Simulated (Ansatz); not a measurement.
# CH₆BNS (SMILES CB(N)S): a rigid scan of the angle H8–N3–B2

One table from this session's results is given with a row withheld; the runs are named, their logs left out.

The runs use Ansatz 0.2.0, Gaussian basis; single points in def2-TZVPP.

Levels: PBE-D4, r2SCAN-D4, PBE0-D4, B3LYP-D4, wB97M-V, Hartree-Fock, MP2, CCSD, CCSD(T). The scan takes 100.6, 106.6, 112.6, 118.6, 124.6, 130.6, 136.6, 142.6, 148.6°.

Cores are frozen in the correlated methods. B3LYP uses VWN-RPA correlation.

18 further runs of the same task are left out: 18 set aside as unsound or not needed.

### The system as given

The minimum, relaxed at PBE0-D4: SMILES `CB(N)S`, 10 atoms, charge 0, spin multiplicity 1.

Atoms are counted from 1 here; the program's logs count them from 0.

Bond lengths: C1–B2 1.572 Å, C1–H5 1.094 Å, C1–H6 1.093 Å, C1–H7 1.094 Å, B2–N3 1.397 Å, B2–S4 1.828 Å, N3–H8 1.005 Å, N3–H9 1.005 Å, S4–H10 1.343 Å. Angles: B2–C1–H5 111.1°, B2–C1–H6 112.6°, B2–C1–H7 111.0°, H5–C1–H6 107.8°, H5–C1–H7 106.3°, H6–C1–H7 107.8°, C1–B2–N3 121.6°, C1–B2–S4 116.8°, N3–B2–S4 121.6°, B2–N3–H8 124.6°, B2–N3–H9 121.6°, H8–N3–H9 113.8°, B2–S4–H10 98.6°.

Coordinates:

```xyz
10

C    -1.1115    0.5886   -0.5930
B     0.2130   -0.0984   -0.0967
N     0.4603   -0.3156    1.2610
S     1.4130   -0.5998   -1.3819
H    -0.8936    1.4929   -1.1688
H    -1.7741    0.8682    0.2301
H    -1.6699   -0.0741   -1.2609
H     1.2886   -0.7506    1.6270
H    -0.1991   -0.0396    1.9680
H     2.3564   -1.1230   -0.5818
```

Energies of the minimum (eV), from earlier single points: PBE-D4 -14131.55915, r2SCAN-D4 -14137.97811, PBE0-D4 -14132.96745, B3LYP-D4 -14141.76356, wB97M-V -14138.37730, CCSD(T) -14120.59580.

At the minimum the angle H8–N3–B2 is 124.6°.

Set-up of the first run:

Input file ccsdt-tzvpp/in.yaml:

```yaml
crystal:
  periodic: [false, false, false]
  atoms:
    - {symbol: C, position_ang: [-1.111521, 0.588583, -0.593041]}
    - {symbol: B, position_ang: [0.212974, -0.098442, -0.096665]}
    - {symbol: N, position_ang: [0.460317, -0.315613, 1.261012]}
    - {symbol: S, position_ang: [1.412984, -0.599801, -1.381883]}
    - {symbol: H, position_ang: [-0.893555, 1.492913, -1.168768]}
    - {symbol: H, position_ang: [-1.774123, 0.868219, 0.230088]}
    - {symbol: H, position_ang: [-1.669941, -0.074056, -1.260923]}
    - {symbol: H, position_ang: [1.361236, -0.757740, 1.216302]}
    - {symbol: H, position_ang: [-0.199061, -0.039587, 1.968013]}
    - {symbol: H, position_ang: [2.356437, -1.122967, -0.581806]}
basis:
  gaussian: {orbitals: def2-TZVPP}
correlation: {method: ccsd_t}
```

No record of the launch command was kept for these runs.

Steps of the session up to this table: H8–N3–B2 = 100.6°; H8–N3–B2 = 106.6°; H8–N3–B2 = 112.6°; H8–N3–B2 = 118.6°; H8–N3–B2 = 124.6°; H8–N3–B2 = 130.6°; H8–N3–B2 = 136.6°; H8–N3–B2 = 142.6°; H8–N3–B2 = 148.6°.

One table of the session follows, with a row left open; its other results are not shown here.

Energies less that of the minimum at the same level (eV):

| angle (°) | PBE-D4 | PBE0-D4 | B3LYP-D4 | wB97M-V | Hartree-Fock |
| --- | --- | --- | --- | --- | --- |
| 100.6 | 0.479 | 0.493 | 0.510 | 0.493 | 0.584 |
| 106.6 | ? | ? | ? | ? | ? |
| 112.6 | 0.122 | 0.124 | 0.130 | 0.123 | 0.147 |
| 118.6 | 0.031 | 0.031 | 0.033 | 0.030 | 0.037 |
| 124.6 (minimum) | 0.000 | 0.000 | 0.000 | 0.000 | 0.000 |
| 124.6 | 0.000 | 0.000 | 0.000 | 0.000 | 0.000 |
| 130.6 | 0.030 | 0.032 | 0.031 | 0.033 | 0.035 |
| 136.6 | 0.120 | 0.127 | 0.125 | 0.128 | 0.141 |
| 142.6 | 0.271 | 0.285 | 0.284 | 0.287 | 0.319 |
| 148.6 | 0.484 | 0.506 | 0.506 | 0.507 | 0.566 |

**Question.** Estimate the row for angle (°) = 106.6.

Worked estimate for «PBE-D4». A straight line through the neighbours (100.6, 0.479) and (112.6, 0.122) gives 0.479 + (0.122 − 0.479) × (106.6 − 100.6) / (112.6 − 100.6) = 0.300; a parabola fitted to 3 rows on both sides gives 0.271.

**Answer.** PBE-D4: 0.272; PBE0-D4: 0.278; B3LYP-D4: 0.289; wB97M-V: 0.277; Hartree-Fock: 0.330. In «PBE-D4» the line misses by +0.028 and the parabola by -0.001.

To keep in mind: A polynomial through the near points puts the CCSD(T) minimum 0.1° below the PBE0-D4 value.
